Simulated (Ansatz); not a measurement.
# CH7FO2Si2: vertical ionisation energy

An exercise on one series of results from a longer session: the logs are not shown, and one member is left open.

The runs use Ansatz 0.2.0, Gaussian basis; unrestricted cation, the program's frozen cores in correlated methods.

Levels to be run: UKS PBE-D4/def2-TZVPP; UKS r2SCAN-D4/def2-TZVPP; UKS PBE0-D4/def2-TZVPP; UKS B3LYP-D4/def2-TZVPP; UKS wB97X-V/def2-TZVPP; UKS wB97M-V/def2-TZVPP; UKS B2PLYP/def2-TZVPP; UHF-CCSD(T)/def2-TZVPP; UHF-MP2/def2-QZVPP; extrapolation to the limit; then −ε(HOMO) from the neutral's earlier runs with LDA (SPW92), PBE-D4, revPBE-D4, BLYP-D4, r2SCAN-D4, B97M-V, PBE0-D4, B3LYP-D4, r2SCANh-D4, r2SCAN0-D4, HSE06-D4, BHLYP-D4, CAM-B3LYP-D4, LC-ωPBE, ωB97X-V, ωB97M-V.

**Structure used throughout**

All runs share one geometry, relaxed beforehand with PBE0-D4 in a triple-zeta def2 set.

SMILES `C[Si@H](O)[Si@H](O)F`, 13 atoms, charge 0, spin multiplicity 1.

Atoms are counted from 1 here; the program's logs count them from 0.

Bond lengths: C1–Si2 1.859 Å, C1–H7 1.092 Å, C1–H8 1.093 Å, C1–H9 1.093 Å, Si2–O3 1.654 Å, Si2–Si4 2.353 Å, Si2–H10 1.494 Å, O3–H11 0.960 Å, Si4–O5 1.647 Å, Si4–F6 1.607 Å, Si4–H12 1.490 Å, O5–H13 0.959 Å. Angles: Si2–C1–H7 111.0°, Si2–C1–H8 110.6°, Si2–C1–H9 110.2°, H7–C1–H8 108.4°, H7–C1–H9 108.5°, H8–C1–H9 108.1°, C1–Si2–O3 108.6°, C1–Si2–Si4 114.0°, C1–Si2–H10 109.4°, O3–Si2–Si4 105.9°, O3–Si2–H10 110.9°, Si4–Si2–H10 108.1°, Si2–O3–H11 115.6°, Si2–Si4–O5 102.0°, Si2–Si4–F6 111.7°, Si2–Si4–H12 118.8°, O5–Si4–F6 109.6°, O5–Si4–H12 110.1° and more.

As a file:

```xyz
13
charge 0, multiplicity 1
C    -1.35391    1.54148   -0.60384
Si   -0.56437   -0.14028   -0.65634
O    -1.55890   -1.21532    0.11281
Si    1.50220   -0.26284    0.46188
O     1.42747   -1.75375    1.15748
F     1.62693    0.85920    1.60502
H    -1.45275    1.89596    0.42392
H    -0.75507    2.26525   -1.16289
H    -2.34896    1.50453   -1.05452
H    -0.34582   -0.54185   -2.07907
H    -1.11884   -1.94733    0.55110
H     2.75688   -0.12856   -0.33005
H     2.20543   -2.11120    1.58930
```

Set-up of the first run:

Input file in.yaml:

```yaml
crystal:
  periodic: [false, false, false]
  atoms:
    - {symbol: C, position_ang: [-1.353913, 1.541485, -0.603844]}
    - {symbol: Si, position_ang: [-0.564369, -0.140281, -0.656345]}
    - {symbol: O, position_ang: [-1.558903, -1.215325, 0.112809]}
    - {symbol: Si, position_ang: [1.502204, -0.262841, 0.461885]}
    - {symbol: O, position_ang: [1.427468, -1.753749, 1.157476]}
    - {symbol: F, position_ang: [1.626931, 0.859205, 1.605025]}
    - {symbol: H, position_ang: [-1.452747, 1.895957, 0.423919]}
    - {symbol: H, position_ang: [-0.755070, 2.265249, -1.162892]}
    - {symbol: H, position_ang: [-2.348957, 1.504533, -1.054518]}
    - {symbol: H, position_ang: [-0.345816, -0.541849, -2.079067]}
    - {symbol: H, position_ang: [-1.118839, -1.947328, 0.551103]}
    - {symbol: H, position_ang: [2.756882, -0.128555, -0.330048]}
    - {symbol: H, position_ang: [2.205429, -2.111200, 1.589299]}
basis:
  gaussian: {orbitals: def2-TZVPP}
total_charge: 1
magnetization: {spin_polarized: true, initial_magnetization: 1}
hamiltonian: {xc: pbe, dispersion: d4}
```

Launch:

```sh
$ ansatz run in.yaml --threads 2 --pin off --events-out ev --progress --plain --max-ram 32768MiB --backend cpu
```

Among the steps run: Cation, UKS PBE-D4/def2-TZVPP; Cation, UKS r2SCAN-D4/def2-TZVPP; Cation, UKS PBE0-D4/def2-TZVPP; Cation, UKS B3LYP-D4/def2-TZVPP; Cation, UKS wB97X-V/def2-TZVPP; Cation, UKS wB97M-V/def2-TZVPP; Cation, UKS B2PLYP (frozen core)/def2-TZVPP; Cation, UHF-CCSD(T)/def2-TZVPP; Cation, UHF-MP2/def2-QZVPP.

One of the session's tables, all rows but one given; the rest of the session is left out.

It belongs to the step «Ionisation energies side by side». For comparison, −ε(HOMO) of the neutral from earlier runs:

```
  functional  −ε(HOMO) (eV)
 LDA (SPW92)           6.51
      PBE-D4           6.43
   revPBE-D4           6.38
     BLYP-D4           6.35
   r2SCAN-D4              ?
      B97M-V           6.80
     PBE0-D4           7.71
    B3LYP-D4           7.54
  r2SCANh-D4           7.19
  r2SCAN0-D4           7.89
    HSE06-D4           7.31
    BHLYP-D4           8.94
CAM-B3LYP-D4           9.07
     LC-ωPBE          10.34
     ωB97X-V          10.03
     ωB97M-V           9.80
```

Estimate the missing values for r2SCAN-D4.

Worked estimate for «−ε(HOMO) (eV)». Against the share of exact exchange, r2SCANh-D4 (0.1, 7.19), r2SCAN0-D4 (0.25, 7.89) give a slope of 4.67 per unit share; at 0 the line stands at 6.72.

The run gave: −ε(HOMO) (eV): 6.72. In «−ε(HOMO) (eV)» the line misses by 0.00.

To keep in mind: The cation may have settled in a state other than its lowest; no search over hole states beyond the program's own was made.
